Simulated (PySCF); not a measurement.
# BCl₂F: fields and orbitals

Aim: take BCl₂F and analyse its density (charges, bond critical points, surface potential), see where an electron leaves and enters and measure its response to a uniform field.

Method: levels as typed in each script, gas phase, geometry from GFN2-xTB; program: PySCF 2.14.0.

## (1) The system as given

SMILES `FB(Cl)Cl`, 4 atoms, charge 0, spin multiplicity 1.

Bond lengths: F1–B2 1.323 Å, B2–Cl3 1.712 Å, B2–Cl4 1.712 Å. Angles: F1–B2–Cl3 118.2°, F1–B2–Cl4 118.2°, Cl3–B2–Cl4 123.6°.

Geometry (Å):

```
F    -0.0005    1.6480    0.0000
B     0.0000    0.3248    0.0000
Cl   -1.5083   -0.4842    0.0000
Cl    1.5085   -0.4838    0.0000
```

## (2) Density, bond paths and surface potential (PBE/def2-tzvp)

The input, input.py:

```python
import numpy as np
from pyscf import gto, scf, dft
from pyscf.scf import atom_ks, atom_hf
from scipy.linalg import block_diag

def solve(mol, dm0=None, hcore=None):
    mf = (dft.UKS if mol.spin else dft.RKS)(mol, xc='pbe')
    mf.grids.level = 3
    mf = mf.density_fit(auxbasis='def2-universal-jkfit')
    mf.conv_tol, mf.max_cycle = 1e-8, 80
    if hcore is not None:
        mf.get_hcore = lambda *args: hcore
    mf.kernel(dm0)
    if not mf.converged:
        mf = mf.newton().run(mf.mo_coeff, mf.mo_occ, max_cycle=30)
    assert mf.converged, 'SCF not converged'
    return mf

mol = gto.M(atom='''
F     -0.00048     1.64802     0.00000
B      0.00000     0.32484     0.00000
Cl    -1.50827    -0.48419     0.00000
Cl     1.50852    -0.48383     0.00000
''', basis='def2-tzvp', charge=0, spin=0, verbose=4)
mf = solve(mol)
mf.analyze()
# spherically averaged free atoms, for the promolecule
atm = atom_ks.get_atm_nrks(mol, xc='pbe')
pro = block_diag(*[(atm[a[0]][2] * atm[a[0]][3]) @ atm[a[0]][2].T for a in mol._atom])
np.savez('result.npz', e=mf.e_tot, c=mf.mo_coeff, occ=mf.mo_occ, eps=mf.mo_energy, pro=pro, dip=mf.dip_moment(verbose=0), s2=mf.spin_square()[0])
```

Launch:

```
> OMP_NUM_THREADS=1 python input.py
```

## (4) Removing and adding an electron (PBE/def2-tzvp)

The input, input.py:

```python
import numpy as np
from pyscf import gto, scf, dft
from pyscf.scf import atom_ks, atom_hf
from scipy.linalg import block_diag

def solve(mol, dm0=None, hcore=None):
    mf = (dft.UKS if mol.spin else dft.RKS)(mol, xc='pbe')
    mf.grids.level = 3
    mf = mf.density_fit(auxbasis='def2-universal-jkfit')
    mf.conv_tol, mf.max_cycle = 1e-8, 80
    if hcore is not None:
        mf.get_hcore = lambda *args: hcore
    mf.kernel(dm0)
    if not mf.converged:
        mf = mf.newton().run(mf.mo_coeff, mf.mo_occ, max_cycle=30)
    assert mf.converged, 'SCF not converged'
    return mf

mol = gto.M(atom='''
F     -0.00048     1.64802     0.00000
B      0.00000     0.32484     0.00000
Cl    -1.50827    -0.48419     0.00000
Cl     1.50852    -0.48383     0.00000
''', basis='def2-tzvp', charge=0, spin=0, verbose=4)
mf = solve(mol)
out = dict(e0=mf.e_tot, dm0=mf.make_rdm1(), c=mf.mo_coeff, occ=mf.mo_occ, eps=mf.mo_energy)
for name, dq, spin in [('cation', 1, 1)]:
    ion = mol.copy().set(charge=mol.charge + dq, spin=spin).build()
    mi = solve(ion)
    if spin and dq > 0 and mol.nao < 130:
        c, _, stable, _ = mi.stability(return_status=True)
        if not stable:
            mi = solve(ion, mi.make_rdm1(c, mi.mo_occ))
    print(name, 'vertical energy change / eV', (mi.e_tot - mf.e_tot) * 27.211386)
    out.update({'e_' + name: mi.e_tot, 'dm_' + name: mi.make_rdm1(), 's2_' + name: mi.spin_square()[0], 'eps_' + name: mi.mo_energy, 'occ_' + name: mi.mo_occ})
# spherically averaged free atoms, for the promolecule
atm = atom_ks.get_atm_nrks(mol, xc='pbe')
pro = block_diag(*[(atm[a[0]][2] * atm[a[0]][3]) @ atm[a[0]][2].T for a in mol._atom])
np.savez('result.npz', pro=pro, **out)
```

## (6) Response to an electric field (PBE/def2-tzvp)

The input, input.py:

```python
import numpy as np
from pyscf import gto, scf, dft
from pyscf.scf import atom_ks, atom_hf
from scipy.linalg import block_diag

def solve(mol, dm0=None, hcore=None):
    mf = (dft.UKS if mol.spin else dft.RKS)(mol, xc='pbe')
    mf.grids.level = 3
    mf = mf.density_fit(auxbasis='def2-universal-jkfit')
    mf.conv_tol, mf.max_cycle = 1e-8, 80
    if hcore is not None:
        mf.get_hcore = lambda *args: hcore
    mf.kernel(dm0)
    if not mf.converged:
        mf = mf.newton().run(mf.mo_coeff, mf.mo_occ, max_cycle=30)
    assert mf.converged, 'SCF not converged'
    return mf

mol = gto.M(atom='''
F     -0.00048     1.64802     0.00000
B      0.00000     0.32484     0.00000
Cl    -1.50827    -0.48419     0.00000
Cl     1.50852    -0.48383     0.00000
''', basis='def2-tzvp', charge=0, spin=0, verbose=4)
field = np.array([0.004, 0.0, 0.0])  # atomic units
mol.set_common_orig(mol.atom_charges() @ mol.atom_coords() / mol.atom_charges().sum())
mf = solve(mol)
out = dict(dm0=mf.make_rdm1(), d0=mf.dip_moment(unit='AU'), e0=mf.e_tot)
for name, sign in (('p', 1), ('m', -1)):
    h = mf.get_hcore() + sign * np.einsum('x,xij->ij', field, mol.intor('int1e_r'))
    mi = solve(mol, mf.make_rdm1(), h)
    out.update({'dm' + name: mi.make_rdm1(), 'd' + name: mi.dip_moment(unit='AU'), 'e' + name: mi.e_tot})
# spherically averaged free atoms, for the promolecule
atm = atom_ks.get_atm_nrks(mol, xc='pbe')
pro = block_diag(*[(atm[a[0]][2] * atm[a[0]][3]) @ atm[a[0]][2].T for a in mol._atom])
np.savez('result.npz', pro=pro, **out)
```

(Steps that only read results are left out.)

What does the calculation give? Wanted: dipole moment; HOMO, LUMO; vertical ionisation energy; polarisability along the field.

The runs gave:

```
                                      quantity            value
                 dipole moment (PBE/def2-tzvp)           0.44 D
                    HOMO, LUMO (PBE/def2-tzvp)  -7.99, -1.96 eV
    vertical ionisation energy (PBE/def2-tzvp)         11.45 eV
polarisability along the field (PBE/def2-tzvp)       49.8 bohr³
```

At PBE/def2-tzvp: The highest Hirshfeld charge is on B2 (+0.20 e), the lowest on F1 (−0.12 e). The ionisation energy from two SCF runs, 11.45 eV, lies 3.5 eV above −ε(HOMO) = 7.99 eV of the same level, PBE/def2-tzvp, since self-interaction lifts this functional's HOMO. All values hold at the given geometry, in the gas phase.
